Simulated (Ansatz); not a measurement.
# AlH₅Se (SMILES [AlH3-][SeH2+]): a rigid scan of the angle H6–Se2–H7

One table from this session's results is given with a row withheld; the runs are named, their logs left out.

Method: single points in def2-TZVPP; program: Ansatz 0.2.0, Gaussian basis.

Levels: PBE-D4, r2SCAN-D4, PBE0-D4, B3LYP-D4, wB97M-V, Hartree-Fock, MP2, CCSD, CCSD(T). The scan takes 61.6, 69.1, 76.6, 84.1, 91.6, 99.1, 106.6, 114.1, 121.6°.

Cores are frozen in the correlated methods. Filled d shells of the heavier atoms are correlated. B3LYP uses VWN-RPA correlation.

33 further runs of the same task are left out: 33 set aside as unsound or not needed.

### Starting geometry

The minimum, relaxed at PBE0-D4: SMILES `[AlH3-][SeH2+]`, 7 atoms, charge 0, spin multiplicity 1.

Atoms are counted from 1 here; the program's logs count them from 0.

Bond lengths: Al1–Se2 2.668 Å, Al1–H3 1.596 Å, Al1–H4 1.596 Å, Al1–H5 1.595 Å, Se2–H6 1.469 Å, Se2–H7 1.469 Å. Angles: Se2–Al1–H3 94.9°, Se2–Al1–H4 94.8°, Se2–Al1–H5 99.4°, H3–Al1–H4 118.8°, H3–Al1–H5 118.8°, H4–Al1–H5 118.8°, Al1–Se2–H6 97.2°, Al1–Se2–H7 97.1°, H6–Se2–H7 91.6°.

Geometry (Å):

```
Al   -0.7442   -0.5920   -0.6606
Se    0.8049    0.3188    1.3110
H    -0.1209   -2.0612   -0.6571
H    -2.1146   -0.3363    0.1164
H    -0.3174    0.4204   -1.8172
H     2.0449    0.4362    0.5319
H     0.5084    1.7462    1.1299
```

Energies of the minimum (eV), from earlier single points: PBE-D4 -72013.88042, r2SCAN-D4 -72026.58703, PBE0-D4 -72016.77552, B3LYP-D4 -72029.79737, wB97M-V -72023.00827, CCSD(T) -71976.73453.

At the minimum the angle H6–Se2–H7 is 91.6°.

The first run:

The input, ccsdt-tzvpp/in.yaml:

```yaml
crystal:
  periodic: [false, false, false]
  atoms:
    - {symbol: Al, position_ang: [-0.744171, -0.591968, -0.660555]}
    - {symbol: Se, position_ang: [0.804922, 0.318788, 1.310951]}
    - {symbol: H, position_ang: [-0.120860, -2.061166, -0.657125]}
    - {symbol: H, position_ang: [-2.114594, -0.336296, 0.116433]}
    - {symbol: H, position_ang: [-0.317440, 0.420355, -1.817225]}
    - {symbol: H, position_ang: [1.747932, 1.135347, 0.534966]}
    - {symbol: H, position_ang: [0.508438, 1.746189, 1.129876]}
basis:
  gaussian: {orbitals: def2-TZVPP}
correlation: {method: ccsd_t}
```

No record of the launch command was kept for these runs.

Among the steps run: H6–Se2–H7 = 61.6°; H6–Se2–H7 = 69.1°; H6–Se2–H7 = 76.6°; H6–Se2–H7 = 84.1°; H6–Se2–H7 = 91.6°; H6–Se2–H7 = 99.1°; H6–Se2–H7 = 106.6°; H6–Se2–H7 = 114.1°; H6–Se2–H7 = 121.6°.

One table of the session follows, with a row left open; its other results are not shown here.

It belongs to the step «The curves». Energies less that of the minimum at the same level (meV):

```
     angle (°)  PBE-D4  PBE0-D4  B3LYP-D4  wB97M-V  Hartree-Fock
          61.6     570      614       630      619           809
          69.1     316      347       357      351           476
          76.6     136      154       158      156           226
          84.1      31       38        39       39            67
91.6 (minimum)       0        0         0        0             0
          91.6       0        0         0        0             0
          99.1      42       38        37       36            22
         106.6       ?        ?         ?        ?             ?
         114.1     329      328       328      323           319
         121.6     567      572       574      565           584
```

**Question.** Estimate the row for angle (°) = 106.6.

Worked estimate for «PBE-D4». A straight line through the neighbours (99.1, 42) and (114.1, 329) gives 42 + (329 − 42) × (106.6 − 99.1) / (114.1 − 99.1) = 186; a parabola fitted to 4 rows on both sides gives 153.

As computed: PBE-D4: 153; PBE0-D4: 148; B3LYP-D4: 148; wB97M-V: 145; Hartree-Fock: 130. In «PBE-D4» the line misses by +33 and the parabola by +0.
